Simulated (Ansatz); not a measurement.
# CuS: the cost of one run

Program: Ansatz 0.2.0. Level of theory: DFT PBEsol+U (U_eff = 7 eV on Cu d), plane waves, PAW. These are calculated values, not measurements.

1 further run of the same task is left out (it didn't finish).

## (1) The structure to begin with

The structure is hexagonal, space group P-6m2 (No. 187). Conventional cell: a = 3.436 Å, b = 3.436 Å, c = 3.353 Å, α = 90.00°, β = 90.00°, γ = 120.00°. Cu (site symmetry -6m2) has 6 S at 2.60 Å as nearest neighbours. S (site symmetry -6m2) has 6 Cu at 2.60 Å as nearest neighbours.

As a file:

```
CELL_PARAMETERS angstrom
3.43555 0.00000 0.00000
-1.71777 2.97527 0.00000
0.00000 0.00000 6.70585
ATOMIC_POSITIONS crystal
Cu 0.00000 0.00000 0.00000
S 0.66667 0.33333 0.25000
Cu 0.00000 0.00000 0.50000
S 0.66667 0.33333 0.75000
```

An earlier series on this cell reached its lowest free state from «ferrimagnetic site moments held at first, then free», perhaps among other starts.

## (2) Total moment locked, 1.00 μB per cell

Contents of input.yaml:

```yaml
crystal:
  lattice:
    - [3.43554872, 0.0, 0.0]
    - [-1.71777436, 2.97527247, 0.0]
    - [0.0, 0.0, 6.70585068]
  atoms:
    - { symbol: Cu, position: [0.0, 0.0, 0.0], spin: 0.5 }
    - { symbol: S, position: [0.6666666667, 0.3333333333, 0.25] }
    - { symbol: Cu, position: [0.0, 0.0, 0.5], spin: 0.5 }
    - { symbol: S, position: [0.6666666667, 0.3333333333, 0.75] }
basis:
  ecutwfc: 420
  ecutrho_ratio: 4
kpoints:
  mp_grid: { grid: [6, 6, 3] }
hamiltonian:
  xc: pbesol
  hubbard:
    sites: [{ site: 0, l: d, u_eff: 7.0 }, { site: 2, l: d, u_eff: 7.0 }]
scf:
  occupations: { method: gaussian, width: 0.05 }
  lower_state_search: "off"
  max_iter: 150
output:
  forces: true
  stress: true
  eigenvalues: true
  populations: true
  hubbard: { sites: [{ site: 0, l: d }, { site: 2, l: d }] }
magnetization:
  spin_polarized: true
  initial_magnetization: 1.0
  spin_locking: { lock_magnetization: hard }
```

The lock stays on to the end, so the result is a constrained state.

On the command line:

```sh
$ ansatz run input.yaml --threads 2 --pin off --max-ram 3072MiB --backend cpu --events-out ev --progress --plain --runs-dir out
```

Q: Estimate wall time and peak memory on 2 threads of Arm Neoverse N1, shared host.

About 8.2 s, with a peak of 0.34 GiB.
